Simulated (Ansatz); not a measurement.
# GaH₈NSi (built from SMILES N.[SiH3][GaH2]): search for a transition state, part 2 of 2

Ansatz 0.2.0, Gaussian basis; PBE0-D4. Earlier steps stand in the parts before.

## Step 7: Relaxing after a step of 0.30 Å one way along the mode

Contents of downa/in.yaml:

```yaml
crystal:
  periodic: [false, false, false]
  atoms:
    - {symbol: Ga, position_ang: [-0.467867, 0.248737, -1.257889]}
    - {symbol: Si, position_ang: [0.525200, -1.224510, 0.988155]}
    - {symbol: H, position_ang: [0.741678, -0.039502, -2.231847]}
    - {symbol: H, position_ang: [-1.881483, -0.452251, -1.324659]}
    - {symbol: H, position_ang: [0.171125, 0.179638, 0.575898]}
    - {symbol: N, position_ang: [-0.342827, 1.792454, -0.201202]}
    - {symbol: H, position_ang: [1.949303, -1.200501, 1.375120]}
    - {symbol: H, position_ang: [-0.334149, -1.557575, 2.138177]}
    - {symbol: H, position_ang: [0.373634, -2.363095, -0.002721]}
    - {symbol: H, position_ang: [-1.148761, 2.187623, 0.239556]}
    - {symbol: H, position_ang: [0.414147, 2.428982, -0.298586]}
basis:
  gaussian: {orbitals: def2-TZVP}
hamiltonian: {xc: pbe0, dispersion: d4}
relax: {f_tol: 0.005, max_steps: 200}
```

Command:

```console
> ansatz run in.yaml --threads 4 --pin off --events-out ev --progress --plain --max-ram 9574MiB
```

Log (excerpt; [...] marks lines left out):

```text
Functional definition: PBE0
  name "PBE0"
  cite "Adamo & Barone, J. Chem. Phys. 110, 6158 (1999) doi:10.1063/1.478522"
  cite "Perdew, Burke & Ernzerhof, Phys. Rev. Lett. 77, 3865 (1996) doi:10.1103/PhysRevLett.77.3865"
  parent pbe
[...]
1188 factors; their error is unknown
[...]
mean field -61863.60798130 eV, -2273.4456606532 hartree, gradient 2.4e-5 eV, S^2 0.000000; 0 other end points of the search recorded, 0 dependent functions left out
[...]
reference -61863.60801805 eV, -2273.4456620038 hartree; 30, 30 occupied and 134, 134 virtual orbitals, 1188 factors
relax step   1: F+E_penalty+E_count = -61863.79179602 eV  Δ(F+E_penalty+E_count) = +0.000e0 eV  max|allowed force component| = 1.410e0 eV/Å  Δτ_max = 0.0000 Å  (27 SCF iters, accepted)
[...]
Atom 1 at     0.677397    -1.712661     1.205356 Å, force    -0.000175    -0.002756    -0.001241 eV/Å
Atom 2 at     0.802059     0.132021    -1.945402 Å, force    -0.000321     0.000510    -0.000314 eV/Å
Atom 3 at    -1.797277    -0.278768    -1.041114 Å, force    -0.000023     0.000287     0.000315 eV/Å
Atom 4 at     0.378380    -0.275020     0.936869 Å, force     0.000995    -0.001240     0.001632 eV/Å
Atom 5 at    -0.612486     2.332456    -0.730465 Å, force     0.000211     0.001248    -0.000156 eV/Å
Atom 6 at     2.109745    -1.835260     1.571610 Å, force    -0.000390     0.001465    -0.000360 eV/Å
Atom 7 at    -0.178427    -2.170521     2.327195 Å, force    -0.000528     0.001478    -0.000432 eV/Å
Atom 8 at     0.390238    -2.503349    -0.015382 Å, force     0.000309     0.000584     0.000729 eV/Å
Atom 9 at    -1.404562     2.735669    -0.260429 Å, force     0.001491     0.000195    -0.000880 eV/Å
Atom 10 at     0.151731     2.981829    -0.802662 Å, force    -0.001986    -0.000771     0.000792 eV/Å
Dipole moment:     0.046688     0.086048     0.175892 e Å
```

It took 35 s on 4 threads of Arm Neoverse V2, shared host.

The steps of the relaxation: (the energy doesn't fall at every step)

```
step  energy from step 1 (eV)  largest force component (eV/Å)
   1                   0.0000                          1.4105
   2                  -0.4662                          0.7709
   3                  -0.6579                          0.3544
   4                  -0.7206                          0.2255
   5                  -0.6623                          0.6151
   6                  -0.7397                          0.2108
   7                  -0.7488                          0.0380
   8                  -0.7524                          0.0395
   9                  -0.7492                          0.4116
  10                  -0.7540                          0.0126
  11                  -0.7547                          0.0503
  12                  -0.7549                          0.0319
  13                  -0.7551                          0.0032
  14                  -0.7551                          0.0028
```

Distances of close pairs at the start and the end, largest changes first:

```
  bond  before (Å)  after (Å)  change (Å)
Ga1–H5       1.943      2.514      +0.571
Ga1–N6       1.875      1.816      -0.059
Si2–H9       1.517      1.483      -0.034
Ga1–H3       1.579      1.563      -0.017
Ga1–H4       1.579      1.563      -0.016
Si2–H5       1.506      1.493      -0.013
N6–H11       0.994      1.005      +0.012
Si2–H8       1.474      1.483      +0.010
```

## Step 8: Relaxing after a step of 0.30 Å the other way along the mode

Contents of downb/in.yaml:

```yaml
crystal:
  periodic: [false, false, false]
  atoms:
    - {symbol: Ga, position_ang: [-0.424410, 0.011550, -1.234761]}
    - {symbol: Si, position_ang: [0.499918, -1.267666, 0.886171]}
    - {symbol: H, position_ang: [0.736901, -0.017492, -2.264533]}
    - {symbol: H, position_ang: [-1.910889, -0.422244, -1.362432]}
    - {symbol: H, position_ang: [0.046621, 0.758953, 0.481596]}
    - {symbol: N, position_ang: [-0.252853, 1.629652, 0.002866]}
    - {symbol: H, position_ang: [1.928265, -1.179932, 1.354161]}
    - {symbol: H, position_ang: [-0.329139, -1.537731, 2.116146]}
    - {symbol: H, position_ang: [0.400114, -2.470703, 0.027505]}
    - {symbol: H, position_ang: [-1.120285, 2.127949, 0.259121]}
    - {symbol: H, position_ang: [0.425758, 2.367664, -0.265841]}
basis:
  gaussian: {orbitals: def2-TZVP}
hamiltonian: {xc: pbe0, dispersion: d4}
relax: {f_tol: 0.005, max_steps: 200}
```

Command:

```console
> ansatz run in.yaml --threads 4 --pin off --events-out ev --progress --plain --max-ram 9574MiB
```

Log (excerpt; [...] marks lines left out):

```text
[... 5 set-up lines as earlier in the session ...]
[...]
1188 factors; their error is unknown
[...]
mean field -61863.66018845 eV, -2273.4475792305 hartree, gradient 3.2e-5 eV, S^2 0.000000; 0 other end points of the search recorded, 0 dependent functions left out
[...]
reference -61863.66022512 eV, -2273.4475805782 hartree; 30, 30 occupied and 134, 134 virtual orbitals, 1188 factors
relax step   1: F+E_penalty+E_count = -61863.84430759 eV  Δ(F+E_penalty+E_count) = +0.000e0 eV  max|allowed force component| = 3.105e0 eV/Å  Δτ_max = 0.0000 Å  (28 SCF iters, accepted)
[...]
Atom 1 at     0.390218    -1.651439     0.738041 Å, force     0.000420     0.000423    -0.000092 eV/Å
Atom 2 at     0.858684     0.181748    -2.150139 Å, force     0.000056     0.000377    -0.000224 eV/Å
Atom 3 at    -1.754329    -0.150554    -1.525102 Å, force     0.000364    -0.000709    -0.000210 eV/Å
Atom 4 at     0.692964     1.901180     0.374698 Å, force     0.001531     0.000610     0.001156 eV/Å
Atom 5 at    -0.224160     1.707394    -0.011288 Å, force    -0.000187    -0.002129    -0.000989 eV/Å
Atom 6 at     1.684327    -1.250521     1.376150 Å, force    -0.000544    -0.000747    -0.000771 eV/Å
Atom 7 at    -0.607737    -1.668150     1.853208 Å, force     0.000172     0.000154     0.000563 eV/Å
Atom 8 at     0.560586    -3.069873     0.308018 Å, force    -0.000189    -0.000005     0.000339 eV/Å
Atom 9 at    -0.894595     1.707857     0.749051 Å, force    -0.001218    -0.000242     0.001166 eV/Å
Atom 10 at    -0.465548     2.461095    -0.644763 Å, force    -0.000081     0.001541    -0.001387 eV/Å
Dipole moment:    -0.054636     1.033546     0.331206 e Å
```

Wall time 1.7 min (4 threads of Arm Neoverse V2, shared host).

Relaxation path: (not every step is listed) (the energy doesn't fall at every step)

```
step  energy from step 1 (eV)  largest force component (eV/Å)
   1                   0.0000                          3.1045
   2                  -0.6020                          1.8117
   3                  -0.9560                          1.5479
   4                  -1.1362                          1.0158
   5                  -1.3392                          0.5114
   6                  -1.3820                          0.0954
   7                  -1.3816                          0.2086
   8                  -1.3869                          0.0705
   9                  -1.3899                          0.0586
  11                  -1.3912                          0.0039
  13                  -1.3913                          0.0055
  15                  -1.3859                          0.3947
  17                  -1.3919                          0.0479
  19                  -1.3935                          0.1413
  21                  -1.3918                          0.1142
  23                  -1.3984                          0.1350
  25                  -1.4009                          0.0533
  27                  -1.4063                          0.2066
  29                  -1.4020                          0.4376
  31                  -1.4143                          0.0080
  33                  -1.4152                          0.0068
  35                  -1.4155                          0.0216
  37                  -1.4159                          0.0209
  38                  -1.4160                          0.0031
  39                  -1.4160                          0.0097
  40                  -1.4160                          0.0091
  41                  -1.4160                          0.0054
  42                  -1.4160                          0.0021
```

Close pairs (by a distance rule), those that changed most:

```
   bond  before (Å)  after (Å)  change (Å)
 Ga1–H5       1.930      2.690      +0.760
Ga1–Si2       2.644      2.420      -0.223
 Ga1–N6       2.044      2.153      +0.109
 Ga1–H3       1.552      1.582      +0.029
 Ga1–H4       1.554      1.582      +0.028
 N6–H11       1.038      1.014      -0.024
  H5–N6       1.038      1.014      -0.024
 N6–H10       1.033      1.014      -0.019
```

## Step 9: The three structures

```
   pair  start side (Å)  saddle (Å)  end side (Å)
 Ga1–N6           2.153       1.959         1.816
 Si2–H5           3.584       1.809         1.493
Ga1–Si2           2.420       2.753         3.571
  H5–N6           1.014       1.450         3.250
```

## Step 10: Results

The summary covers parts 1 to 2.

| quantity | value |
| --- | --- |
| imaginary mode | 1379i cm⁻¹ |
| barrier from the start side | 179.9 kJ/mol |
| barrier from the end side | 111.1 kJ/mol |
| energy of the step | +68.8 kJ/mol |
| pairs that change | Ga1–N6 tightened, Si2–H5 formed, Ga1–Si2 broken, H5–N6 broken |
| zero-point energy at the saddle | 1.884 eV |

**Reading.** One imaginary mode, 1379i cm⁻¹, makes this a first-order saddle. Going downhill both ways gives the intended start and end. At PBE0-D4/def2-TZVP the electronic barrier is 179.9 kJ/mol, about 73 kT at 298 K, and the step runs 68.8 kJ/mol uphill. With so stiff a mode tunnelling counts: Wigner's rough correction is a factor of 2.8 at 298 K. Lower complexes than these ends may exist.
